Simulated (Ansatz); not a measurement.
**H₈N₂O₂Si₂: relaxing the structure**

Aim: relax H₈N₂O₂Si₂ from a cheap starting geometry.

Method: RKS PBE0-D4/def2-TZVP; program: Ansatz 0.2.0, Gaussian basis.

Levels to be run: relaxation at PBE0-D4/def2-TZVP.

1 further run of the same task is left out (set aside as unsound or not needed).

**1. The system as given**

SMILES `N[SiH](O)[SiH](N)O`, 14 atoms, charge 0, spin multiplicity 1.

Atoms are counted from 1 here; the program's logs count them from 0.

Bond lengths: N1–Si2 1.738 Å, N1–H7 1.008 Å, N1–H8 1.006 Å, Si2–O3 1.630 Å, Si2–Si4 2.289 Å, Si2–H9 1.473 Å, O3–H10 0.952 Å, Si4–N5 1.739 Å, Si4–O6 1.632 Å, Si4–H11 1.477 Å, N5–H12 1.007 Å, N5–H13 1.009 Å, O6–H14 0.954 Å. Angles: Si2–N1–H7 117.4°, Si2–N1–H8 119.6°, H7–N1–H8 109.1°, N1–Si2–O3 106.2°, N1–Si2–Si4 104.7°, N1–Si2–H9 113.9°, O3–Si2–Si4 115.5°, O3–Si2–H9 97.4°, Si4–Si2–H9 118.8°, Si2–O3–H10 121.1°, Si2–Si4–N5 117.9°, Si2–Si4–O6 103.0°, Si2–Si4–H11 118.9°, N5–Si4–O6 106.3°, N5–Si4–H11 100.8°, O6–Si4–H11 109.4°, Si4–N5–H12 117.7°, Si4–N5–H13 117.6° and more.

Geometry (Å):

```
N    -1.0300    1.3624    1.3515
Si   -0.4222    1.1350   -0.2607
O    -1.6457    1.5214   -1.2660
Si    0.2505   -1.0523   -0.3244
N     1.6083   -1.5153    0.6587
O     0.7196   -1.2464   -1.8756
H    -1.5411    2.2112    1.5395
H    -0.4404    1.1513    2.1388
H     0.5195    2.1804   -0.6969
H    -2.4572    1.0235   -1.2681
H    -0.7208   -2.1071    0.0294
H     1.4780   -1.5359    1.6565
H     2.4996   -1.0895    0.4554
H     1.1820   -2.0387   -2.1380
```

The start is a GFN2-xTB geometry.

**2. Geometry optimisation, PBE0-D4/def2-TZVP**

Contents of in.yaml:

```yaml
crystal:
  periodic: [false, false, false]
  atoms:
    - {symbol: N, position_ang: [-1.030050, 1.362380, 1.351510]}
    - {symbol: Si, position_ang: [-0.422220, 1.135030, -0.260710]}
    - {symbol: O, position_ang: [-1.645650, 1.521400, -1.266050]}
    - {symbol: Si, position_ang: [0.250460, -1.052300, -0.324380]}
    - {symbol: N, position_ang: [1.608300, -1.515330, 0.658690]}
    - {symbol: O, position_ang: [0.719630, -1.246380, -1.875560]}
    - {symbol: H, position_ang: [-1.541140, 2.211200, 1.539480]}
    - {symbol: H, position_ang: [-0.440440, 1.151250, 2.138830]}
    - {symbol: H, position_ang: [0.519460, 2.180450, -0.696880]}
    - {symbol: H, position_ang: [-2.457180, 1.023480, -1.268130]}
    - {symbol: H, position_ang: [-0.720760, -2.107110, 0.029360]}
    - {symbol: H, position_ang: [1.478000, -1.535910, 1.656530]}
    - {symbol: H, position_ang: [2.499630, -1.089460, 0.455360]}
    - {symbol: H, position_ang: [1.181960, -2.038690, -2.138050]}
basis:
  gaussian: {orbitals: def2-TZVP}
hamiltonian: {xc: pbe0, dispersion: d4}
relax: {f_tol: 0.005, max_steps: 150}
```

The run is started by

```bash
$ ansatz run in.yaml --threads 2 --pin off --events-out ev --progress --plain --max-ram 22528MiB --backend cuda --devices 0, --max-vram 18GiB
```

Q: Predict the results of all the runs planned. Wanted: point group; shift from the start; total energy; dispersion term; dipole moment.

The runs gave:

```
                  quantity           value
               point group              C1
                     steps              37
shift from the start (rms)         0.787 Å
              total energy  -22953.5038 eV
           dispersion term        -289 meV
             dipole moment          3.52 D
```

The relaxed geometry lies 0.79 Å (rms) from the start; the bond that changed most is Si2–Si4, from 2.289 to 2.349 Å. No vibrations were run, so it is not proven to be a minimum. The largest Mulliken charge, -0.63 e, sits on N5.
